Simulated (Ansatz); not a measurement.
# CH₆BNS (SMILES CB(N)S): a rigid scan of the angle H8–N3–B2

Aim: the energy along the angle H8–N3–B2, from CCSD(T) and from cheaper methods, relative to the minimum. No other atom is relaxed.

The runs use Ansatz 0.2.0, Gaussian basis; single points in def2-TZVPP.

Levels: PBE-D4, r2SCAN-D4, PBE0-D4, B3LYP-D4, wB97M-V, Hartree-Fock, MP2, CCSD, CCSD(T). The scan takes 100.6, 106.6, 112.6, 118.6, 124.6, 130.6, 136.6, 142.6, 148.6°.

Cores are frozen in the correlated methods. B3LYP uses VWN-RPA correlation.

18 further runs of the same task are left out: 18 set aside as unsound or not needed.

### Step 1. The system as given

The minimum, relaxed at PBE0-D4: SMILES `CB(N)S`, 10 atoms, charge 0, spin multiplicity 1.

Atoms are counted from 1 here; the program's logs count them from 0.

Bond lengths: C1–B2 1.572 Å, C1–H5 1.094 Å, C1–H6 1.093 Å, C1–H7 1.094 Å, B2–N3 1.397 Å, B2–S4 1.828 Å, N3–H8 1.005 Å, N3–H9 1.005 Å, S4–H10 1.343 Å. Angles: B2–C1–H5 111.1°, B2–C1–H6 112.6°, B2–C1–H7 111.0°, H5–C1–H6 107.8°, H5–C1–H7 106.3°, H6–C1–H7 107.8°, C1–B2–N3 121.6°, C1–B2–S4 116.8°, N3–B2–S4 121.6°, B2–N3–H8 124.6°, B2–N3–H9 121.6°, H8–N3–H9 113.8°, B2–S4–H10 98.6°.

Coordinates:

```xyz
10

C    -1.1115    0.5886   -0.5930
B     0.2130   -0.0984   -0.0967
N     0.4603   -0.3156    1.2610
S     1.4130   -0.5998   -1.3819
H    -0.8936    1.4929   -1.1688
H    -1.7741    0.8682    0.2301
H    -1.6699   -0.0741   -1.2609
H     1.2886   -0.7506    1.6270
H    -0.1991   -0.0396    1.9680
H     2.3564   -1.1230   -0.5818
```

Energies of the minimum (eV), from earlier single points: PBE-D4 -14131.55915, r2SCAN-D4 -14137.97811, PBE0-D4 -14132.96745, B3LYP-D4 -14141.76356, wB97M-V -14138.37730, CCSD(T) -14120.59580.

At the minimum the angle H8–N3–B2 is 124.6°.

### Step 2. H8–N3–B2 = 100.6°

Input file ccsdt-tzvpp/in.yaml:

```yaml
crystal:
  periodic: [false, false, false]
  atoms:
    - {symbol: C, position_ang: [-1.111521, 0.588583, -0.593041]}
    - {symbol: B, position_ang: [0.212974, -0.098442, -0.096665]}
    - {symbol: N, position_ang: [0.460317, -0.315613, 1.261012]}
    - {symbol: S, position_ang: [1.412984, -0.599801, -1.381883]}
    - {symbol: H, position_ang: [-0.893555, 1.492913, -1.168768]}
    - {symbol: H, position_ang: [-1.774123, 0.868219, 0.230088]}
    - {symbol: H, position_ang: [-1.669941, -0.074056, -1.260923]}
    - {symbol: H, position_ang: [1.361236, -0.757740, 1.216302]}
    - {symbol: H, position_ang: [-0.199061, -0.039587, 1.968013]}
    - {symbol: H, position_ang: [2.356437, -1.122967, -0.581806]}
basis:
  gaussian: {orbitals: def2-TZVPP}
correlation: {method: ccsd_t}
```

No record of the launch command was kept for these runs.

After this run come: H8–N3–B2 = 106.6°; H8–N3–B2 = 112.6°; H8–N3–B2 = 118.6°; H8–N3–B2 = 124.6°; H8–N3–B2 = 130.6°; H8–N3–B2 = 136.6°; H8–N3–B2 = 142.6°; H8–N3–B2 = 148.6°.

**Question.** What will these runs give? Wanted: highest point, CCSD(T); lowest point, CCSD(T); minimum along the scan, CCSD(T); RMS deviation from CCSD(T); largest T1 diagnostic.

The runs gave:

| quantity | value |
| --- | --- |
| highest point, CCSD(T) | 0.514 eV at 148.6° |
| lowest point, CCSD(T) | 0.000 eV at 124.6° |
| minimum along the scan, CCSD(T) | 124.5° |
| curvature there | 1.77 meV/deg² |
| RMS deviation from CCSD(T) | PBE-D4 0.015, r2SCAN-D4 0.005, PBE0-D4 0.004, B3LYP-D4 0.006, wB97M-V 0.004, Hartree-Fock 0.039, MP2 0.003, CCSD 0.005 eV |
| largest T1 diagnostic | 0.012 |

A polynomial through the near points puts the CCSD(T) minimum 0.1° below the PBE0-D4 value. Curvature against CCSD(T): PBE-D4 -5 %, Hartree-Fock +14 %. Best along the scan: MP2. Worst: Hartree-Fock.
